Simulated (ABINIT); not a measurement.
# DyO (Pm-3m) in ABINIT: a series of runs, part 2 of 2

ABINIT 10.8.3 (patched build).

### 3 Single point, LDA+U, collinear spin, random start

The input, run.abi:

```
# Pseudopotentials
pp_dirpath "./"
pseudos "Dy.LDA_PW-JTH.xml, O.LDA_PW-JTH.xml"

# Structure
acell 3*1.0 Angstrom
rprim
     2.7706558700     0.0000000000     0.0000000000
     0.0000000000     2.7706558700     0.0000000000
     0.0000000000     0.0000000000     2.7706558700
ntypat 2
znucl 66 8
natom 2
typat 1 2
xred
     0.0000000000     0.0000000000     0.0000000000
     0.5000000000     0.5000000000     0.5000000000

# Plane-wave basis
ecut 23.0
pawecutdg 23.0

# k points
kptopt 1
ngkpt 5 5 5
nshiftk 1
shiftk 0.0 0.0 0.0

# Exchange and correlation
ixc 7

# Bands and occupations
nband 22
occopt 7
tsmear 0.00183747

# Spin
nsppol 2
spinat
     0.0000000000     0.0000000000     5.7100000000
     0.0000000000     0.0000000000     0.0000000000

# DFT+U
usepawu 1
lpawu 3 -1
upawu 2.0 0.0 eV
jpawu 0.0 0.0 eV

# SCF cycle
nstep 100
tolvrs 1.0e-7

# Output
iomode 3
prtwf 0
prteig 0
prtebands 0
prtden 1
prtvha 1
prtvclmb 1
prtpot 1
```

Potentials or basis: JTH PAW LDA v2.0.

The run is started by

```sh
$ abinit run.abi > log 2>&1
```

run.abo:

```text
.Version 10.8.3 of ABINIT
 Symmetries : space group Pm -3 m (#221); Bravais cP (primitive cubic)
================================================================================
 Values of the parameters that define the memory need of the present run
     intxc =       0    ionmov =       0      iscf =      17    lmnmax =      32
     lnmax =       8     mgfft =      24  mpssoang =       4    mqgrid =    3001
     natom =       2  nloc_mem =       2    nspden =       2   nspinor =       1
    nsppol =       2      nsym =      48    n1xccc =       1    ntypat =       2
    occopt =       7   xclevel =       1
       mpw =         772          nfft =       13824          nkpt =          10
 PAW method is used; the additional fine FFT grid is defined by:
   mgfftf=        24    nfftf =     13824
================================================================================
================================================================================

--------------------------------------------------------------------------------
------------- Echo of variables that govern the present computation ------------
--------------------------------------------------------------------------------
 -outvars: echo values of preprocessed input variables --------
            acell      1.8897261259E+00  1.8897261259E+00  1.8897261259E+00 Bohr
              amu      1.62500000E+02  1.59994000E+01
             ecut      2.30000000E+01 Hartree
              ixc           7
         kptrlatt        5    0    0      0    5    0      0    0    5
          kptrlen      2.61789039E+01
            lpawu           3      -1
            natom           2
            nband          22
            ngfft          24      24      24
          ngfftdg          24      24      24
             nkpt          10
[... 309 lines left out ...]
...

--- !EnergyTermsWithPAWCore
iteration_state     : {dtset: 1, }
comment             : 'Components of total free energy, including PAW core contributions'
Total energy        : -1.22243224761933E+04
Total energy DC     : -1.22243224836289E+04
Total energy (eV)   : -3.32640760495122E+05
Total energy DC (eV): -3.32640760697455E+05
...

 Cartesian components of stress tensor (hartree/bohr^3)
  sigma(1 1)= -1.26931976E-03  sigma(3 2)=  0.00000000E+00
  sigma(2 2)= -1.26931976E-03  sigma(3 1)=  0.00000000E+00
  sigma(3 3)= -1.26931976E-03  sigma(2 1)=  0.00000000E+00

-Cartesian components of stress tensor (GPa)         [Pressure=  3.7345E+01 GPa]
- sigma(1 1)= -3.73446767E+01  sigma(3 2)=  0.00000000E+00
- sigma(2 2)= -3.73446767E+01  sigma(3 1)=  0.00000000E+00
- sigma(3 3)= -3.73446767E+01  sigma(2 1)=  0.00000000E+00

== END DATASET(S) ==============================================================
================================================================================

 -outvars: echo values of variables after computation  --------
            acell      1.8897261259E+00  1.8897261259E+00  1.8897261259E+00 Bohr
           etotal     -1.6626412299E+02
            fcart     -0.0000000000E+00 -0.0000000000E+00 -0.0000000000E+00
                      -0.0000000000E+00 -0.0000000000E+00 -0.0000000000E+00
            rprim      2.7706558700E+00  0.0000000000E+00  0.0000000000E+00
                       0.0000000000E+00  2.7706558700E+00  0.0000000000E+00
                       0.0000000000E+00  0.0000000000E+00  2.7706558700E+00
           strten     -1.2693197600E-03 -1.2693197600E-03 -1.2693197600E-03
                       0.0000000000E+00  0.0000000000E+00  0.0000000000E+00
           xangst      0.0000000000E+00  0.0000000000E+00  0.0000000000E+00
                       1.3853279350E+00  1.3853279350E+00  1.3853279350E+00
             xred      0.0000000000E+00  0.0000000000E+00  0.0000000000E+00
                       5.0000000000E-01  5.0000000000E-01  5.0000000000E-01
 Calculation completed.
```

Run time: 37 s. Hardware: 1 thread of Arm Neoverse V1, shared host; peak memory 0.08 GiB.

The run converged, but some of its settings lie outside the range that counts as converged (typed here: k = 5 × 5 × 5; dg_ha = 23; tolvrs = 1e-07), so its numbers aren't taken as properties of the crystal.

What came out:

```yaml
Free_energy: -4524.2773 eV
Pressure: 37.3 GPa
Band_gap_on_the_k_mesh: none (metal or under the smearing width)
Net_moment: 0.42 μB per cell
Site_moments: Dy +0.40; O +0.01 μB
Valence_electrons_inside_the_program's_atomic_spheres: Dy 18.22; O 4.65
```

Caveat: the k mesh is coarse (spacing up to 0.45 Å⁻¹), so the values aren't converged; the magnetic or orbital state may not be the lowest; a pressure of tens of GPa on the cell as given is suspect, and the run, the potentials or the cell itself is likely at fault; spin-orbit coupling is left out, which moves the levels of the heavy elements; the moment fell far below its start of 5.71 μB, so a state of higher moment may lie lower in energy.
